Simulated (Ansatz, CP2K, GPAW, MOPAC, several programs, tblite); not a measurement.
**Li2BeGeTe4 (stannite) from semi-empirical methods to plane-wave DFT**

Li2BeGeTe4 built on the stannite prototype, relaxed with r2SCAN in Ansatz, was computed with several methods. Space group I-42m (No. 121), tetragonal; a = 5.846 Å, c = 12.998 Å in the conventional setting, 27.77 Å³ an atom. Li has 4 Te at 2.71 Å; Be has 4 Te at 2.49 Å; Ge has 4 Te at 2.62 Å; Te has 1 Be at 2.49 Å and 1 Ge at 2.62 Å and 2 Li at 2.71 Å. All values are calculated for a non-magnetic cell, which may be hypothetical.

```yaml
crystal:
  lattice:
    - [-2.92322, 2.92322, 6.49892]
    - [2.92322, -2.92322, 6.49892]
    - [2.92322, 2.92322, -6.49892]
  atoms:
    - { symbol: Li, position: [0.75000, 0.25000, 0.50000] }
    - { symbol: Li, position: [0.25000, 0.75000, 0.50000] }
    - { symbol: Be, position: [0.00000, 0.00000, 0.00000] }
    - { symbol: Ge, position: [0.50000, 0.50000, 0.00000] }
    - { symbol: Te, position: [0.87541, 0.87541, 0.51990] }
    - { symbol: Te, position: [0.12459, 0.64450, 0.00000] }
    - { symbol: Te, position: [0.64450, 0.12459, 0.00000] }
    - { symbol: Te, position: [0.35550, 0.35550, 0.48010] }
```

Gaps and times are for a single point on this cell; volume and bulk modulus come from each method's own relaxation or energy curve at fixed shape, which is too stiff where a cell has free coordinates or axes. Times are rough, from shared hosts (Arm Neoverse N1), and each method has its own mesh and cell size. A double dagger marks a value from a curve with shape and coordinates held. A star marks a curve whose lowest point is an end point. PM6 (MOPAC), PM7 (MOPAC), GFN1-xTB (tblite), GFN2-xTB (tblite) treat a cluster of cells at its zone centre, which samples few k points: where these miss a band edge, the gap comes out too large for that reason alone. Gaps from k meshes are read at a limited set of points (mesh, symmetry points, PBE's band edges), so each method's own least gap may be somewhat smaller. xTB and the PM methods were fitted mostly to molecules, and can miss a solid's gap by electronvolts. Minimal bases can be far off for gaps. GLLB-SC's gap includes the derivative discontinuity. d marks a direct gap, i an indirect one (no mark: not told apart), a dash a value that wasn't computed or didn't pass its checks.

| method | kind | gap (eV) | own volume (Å³/atom) | bulk modulus (GPa) | atoms computed | processor time |
| --- | --- | --- | --- | --- | --- | --- |
| PM6 (MOPAC) | semi-empirical | 4.88 | – | – | 64 | 3.4 s |
| PM7 (MOPAC) | semi-empirical | 5.76 | 24.91*‡ | 147*‡ | 64 | 4.2 s |
| GFN1-xTB (tblite) | tight binding | 1.58 | 25.23*‡ | 70*‡ | 64 | 5.8 s |
| light PBE (260 eV and a coarse mesh) | light plane-wave | 0.20 i | – | – | 8 | 8.8 s |
| GFN2-xTB (tblite) | tight binding | 1.09 | 29.04‡ | 45‡ | 64 | 9.8 s |
| PBE/SZV (CP2K) | small basis | 0.54 i | – | – | 8 | 50 s |
| PBE | semilocal | 0.22 i | 28.14 | 36‡ | 8 | 76 s |
| PBE/DZVP (CP2K) | small basis | 0.16 i | 28.67‡ | 35‡ | 8 | 94 s |
| GLLB-SC (GPAW) | model potential | 0.69 | – | – | 8 | 2.7 min |
| r2SCAN | semilocal | 0.47 i | 27.77 | 40‡ | 8 | 2.8 min |

Against r2SCAN (0.47 eV) and with closed or daggered gaps left aside, the nearest gap at the points sampled is that of PBE/SZV (CP2K) (+0.07 eV) and the farthest that of PM7 (MOPAC) (+5.29 eV). r2SCAN is only a yardstick of convenience: semilocal gaps usually lie below measured ones, which GLLB-SC and hybrids aim to mend.

Volumes against r2SCAN's: PBE +1.3 %.

No spin-orbit coupling is included; it can move band edges with weight on the heavy atoms by tenths of an eV.
